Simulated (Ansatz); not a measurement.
# Os (Osmium): the cost of one run

Method: DFT PBEsol, frozen-core PAW, scalar-relativistic unless said, in Ansatz 0.2.0.

## 1. Starting point

The structure is hexagonal, space group P6_3/mmc (No. 194). Conventional cell: a = 2.734 Å, b = 2.734 Å, c = 4.320 Å, α = 90.00°, β = 90.00°, γ = 120.00°. Around Os (site symmetry -6m2) lie 12 Os at 2.68 to 2.73 Å.

As a file:

```cif
data_structure
_symmetry_space_group_name_H-M 'P6_3/mmc'
_symmetry_Int_Tables_number 194
_cell_length_a 2.7341
_cell_length_b 2.7341
_cell_length_c 4.3197
_cell_angle_alpha 90.000
_cell_angle_beta 90.000
_cell_angle_gamma 120.000
_cell_volume 27.96
loop_
_atom_site_label
_atom_site_type_symbol
_atom_site_symmetry_multiplicity
_atom_site_Wyckoff_symbol
_atom_site_fract_x
_atom_site_fract_y
_atom_site_fract_z
_atom_site_occupancy
Os1 Os 2 c 0.33333 0.66667 0.25000 1
```

Cartesian axes are those of the input's lattice vectors. The structure goes back to a database entry.

## 2. Cell and atoms relaxed, PAW

File input.yaml:

```yaml
crystal:
  lattice:
    - [2.73410000001, 0.0, 0.0]
    - [-1.36705, 2.36780005649, 0.0]
    - [0.0, 0.0, 4.3197]
  atoms:
    - { symbol: Os, position: [0.333333333333, 0.666666666667, 0.25] }
    - { symbol: Os, position: [0.666666666667, 0.333333333333, 0.75] }
kpoints:
  mp_grid: { grid: [20, 20, 12] }
scf:
  occupations: { method: fermi_dirac, width: 0.05 }
hamiltonian:
  xc: pbesol
  pseudopotentials: { kind: paw }
relax:
  f_tol: 0.002
  max_steps: 80
  cell: {}
output:
  forces: true
  stress: true
  write_density: true
  write_potential: true
  elf: true
  volumetric_format: npy
```

On the command line:

```bash
ansatz run input.yaml --threads 1 --pin off --max-ram 3072MiB --backend cpu --events-out ev --progress --plain --runs-dir out
```

What time and memory should one allow on 1 thread of Intel Xeon 6975P-C (Granite Rapids), shared host?

About 18 s, with a peak of 0.47 GiB.
